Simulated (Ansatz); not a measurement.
# AuC18: the cost of one run

All numbers below are computed with Ansatz 0.2.0 (DFT PBE, plane waves, PAW, scalar-relativistic, collinear spin).

## 1. The structure to begin with

The cell holds 19 atoms (C18Au): a = 7.398 Å, b = 7.398 Å, c = 11.000 Å, α = 90.00°, β = 90.00°, γ = 120.00°.

Coordinates:

```
CELL_PARAMETERS angstrom
7.39800 0.00000 0.00000
-3.69900 6.40686 0.00000
0.00000 0.00000 11.00000
ATOMIC_POSITIONS crystal
C 0.00000 0.00000 0.09091
C 0.22222 0.11111 0.09091
C 0.00000 0.33333 0.09091
C 0.22222 0.44444 0.09091
C 0.00000 0.66667 0.09091
C 0.22222 0.77778 0.09091
C 0.33333 0.00000 0.09091
C 0.55556 0.11111 0.09091
C 0.33333 0.33333 0.09091
C 0.55556 0.44444 0.09091
C 0.33333 0.66667 0.09091
C 0.55556 0.77778 0.09091
C 0.66667 0.00000 0.09091
C 0.88889 0.11111 0.09091
C 0.66667 0.33333 0.09091
C 0.88889 0.44444 0.09091
C 0.66667 0.66667 0.09091
C 0.88889 0.77778 0.09091
Au 0.36177 0.19585 0.27000
```

## 2. End point A

The input, input.yaml:

```yaml
crystal:
  lattice:
    - [7.398, 0.0, 0.0]
    - [-3.699, 6.406856, 0.0]
    - [0.0, 0.0, 11.0]
  atoms:
    - { symbol: C, position: [0.0, 0.0, 0.0909091] }
    - { symbol: C, position: [0.2222222, 0.1111111, 0.0909091] }
    - { symbol: C, position: [0.0, 0.3333333, 0.0909091] }
    - { symbol: C, position: [0.2222222, 0.4444444, 0.0909091] }
    - { symbol: C, position: [0.0, 0.6666667, 0.0909091] }
    - { symbol: C, position: [0.2222222, 0.7777778, 0.0909091] }
    - { symbol: C, position: [0.3333333, 0.0, 0.0909091] }
    - { symbol: C, position: [0.5555556, 0.1111111, 0.0909091] }
    - { symbol: C, position: [0.3333333, 0.3333333, 0.0909091] }
    - { symbol: C, position: [0.5555556, 0.4444444, 0.0909091] }
    - { symbol: C, position: [0.3333333, 0.6666667, 0.0909091] }
    - { symbol: C, position: [0.5555556, 0.7777778, 0.0909091] }
    - { symbol: C, position: [0.6666667, 0.0, 0.0909091] }
    - { symbol: C, position: [0.8888889, 0.1111111, 0.0909091] }
    - { symbol: C, position: [0.6666667, 0.3333333, 0.0909091] }
    - { symbol: C, position: [0.8888889, 0.4444444, 0.0909091] }
    - { symbol: C, position: [0.6666667, 0.6666667, 0.0909091] }
    - { symbol: C, position: [0.8888889, 0.7777778, 0.0909091] }
    - { symbol: Au, position: [0.3617666, 0.1958515, 0.27], spin: 1.0 }
magnetization:
  spin_polarized: true
basis:
  ecutwfc: 420.0
kpoints:
  mp_grid: { grid: [2, 2, 1] }
hamiltonian:
  xc: pbe
scf:
  occupations: { method: gaussian, width: 0.05 }
  lower_state_search: "off"
relax:
  f_tol: 0.03
  max_steps: 60
  adjacent_minimum: "off"
output:
  write_density: true
  write_potential: true
  elf: true
  volumetric_format: npy
```

Launch:

```sh
$ ansatz run input.yaml --threads 2 --pin off --max-ram 5120MiB --backend cpu --events-out ev --progress --plain --runs-dir out
```

**Question.** How long does this run take on 2 threads of an Arm CPU, shared host, and how much memory does it need?

About 2 min, with a peak of 0.91 GiB.
